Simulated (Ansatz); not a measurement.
I need relaxations under a series of pressures of ZrCu, space group Pm-3m. Use Ansatz's Python interface. Level of theory (first run): PBEsol, PAW, the default cutoff (420 eV here), 6×6×6 k-points, Fermi-Dirac smearing of 0.2 eV.

```
Zr Cu
1.0
     3.25266    0.00000    0.00000
     0.00000    3.25266    0.00000
     0.00000    0.00000    3.25266
Zr Cu
1 1
Direct
  0.50000 0.50000 0.50000
  0.00000 0.00000 0.00000
```

Script `zrcu_compress.py`:
```python
'''Cell of ZrCu under pressure.'''

from dataclasses import dataclass

import ansatz as az
import numpy as np
import pandas as pd


@dataclass(frozen=True)
class Options:
    mixing_beta: float = 0.1
    filling: str = 'fermi_dirac'
    smearing_width: float = 0.2
    mesh: tuple[int, ...] = (6, 6, 6)


cfg = Options()

def edges_and_angles(cell):
    cell = np.asarray(cell)
    a, b, c = np.linalg.norm(cell, axis=1)
    cosines = cell[1] @ cell[2] / (b * c), cell[0] @ cell[2] / (a * c), cell[0] @ cell[1] / (a * b)
    return (a, b, c, *np.degrees(np.arccos(cosines)))

xtal = (
    az.Lattice.cubic(3.252664)
    .space_group(221)
    .atom('Zr', (0.5, 0.5, 0.5))
    .atom('Cu', (0.0, 0.0, 0.0))
)

model = xtal.calculation()
model = model.mixing('broyden', beta=cfg.mixing_beta)
model = model.occupations(cfg.filling, width=cfg.smearing_width).kpoints(*cfg.mesh, shift=0.5)
model = model.functional(az.Functional.PBESOL)

# H = F + PV, with 1 GPa A^3 = 1/160.21766 eV
rows = []
for pressure in [0, 2, 4, 6, 8]:
    out = model.relax(cell=True, pressure=pressure, force_tolerance=0.001, max_displacement=0.3).run(threads=1, pin='off')
    cell = out.lattice.cell_ang
    n_atoms = len(out.lattice.sites)
    volume = abs(np.linalg.det(cell)) / n_atoms
    enthalpy = out.report['free_energy_ev'] / n_atoms + pressure * volume / 160.21766
    rows.append((pressure, volume, enthalpy, *edges_and_angles(cell)))
    print(f'{pressure} GPa done: {volume:.4f} A^3/atom')

table = pd.DataFrame(rows, columns=['P_GPa', 'V_A3_atom', 'H_eV_atom', 'a', 'b', 'c', 'alpha', 'beta', 'gamma'])
print(table.round(4).to_string(index=False))
p, v = np.array([row[0] for row in rows], float), np.array([row[1] for row in rows])
print('mean bulk modulus between rows (GPa):', np.round(-np.diff(p) / np.diff(np.log(v)), 1))
```

```console
$ python zrcu_compress.py
DeckWarning: basis.ecutwfc = 420 eV, auto-derived from the records' recommended cutoffs: set by Zr (normal level)
0 GPa done: 16.8364 A^3/atom
2 GPa done: 16.5818 A^3/atom
4 GPa done: 16.3521 A^3/atom
6 GPa done: 16.1322 A^3/atom
8 GPa done: 15.9282 A^3/atom
 P_GPa  V_A3_atom  H_eV_atom      a      b      c  alpha  beta  gamma
     0    16.8364 -5358.8936 3.2292 3.2292 3.2292   90.0  90.0   90.0
     2    16.5818 -5358.6850 3.2128 3.2128 3.2128   90.0  90.0   90.0
     4    16.3521 -5358.4794 3.1979 3.1979 3.1979   90.0  90.0   90.0
     6    16.1322 -5358.2767 3.1835 3.1835 3.1835   90.0  90.0   90.0
     8    15.9282 -5358.0766 3.1700 3.1700 3.1700   90.0  90.0   90.0
mean bulk modulus between rows (GPa): [131.2 143.4 147.8 157.1]
```
(Warnings from the package without file and line.)

The volume falls from 16.84 Å³ an atom at 0 GPa to 15.93 at 8 GPa, by 5.4 %. Between 0 and 2 GPa, -V dP/dV is about 131 GPa, a mean over that step.

Reading the output:
- These settings explore the input space; cutoff and mesh may be short of convergence.
- The run is spin-unpolarised.
- At a fixed pressure a relaxation lowers the enthalpy F + PV, while F alone can rise.
- For a metal this k-point mesh is coarse: on a finer one energies can move by several to tens of meV an atom and pressures by half a GPa or more, differences at one mesh by less.
- A Fermi-Dirac width this large means warm electrons, whose thermal share enters the free energy.
- The structure comes from a database of computed cells and needn't be a stable or known phase.
- Symmetry holds the cell in this phase, whether or not it is the stable one at each pressure.
- Timing: 16 s on 1 thread of Arm Neoverse V2, with other jobs on the host, peak memory 0.42 GiB.

(Lines on the test bed's own set-up are left out of the output.)
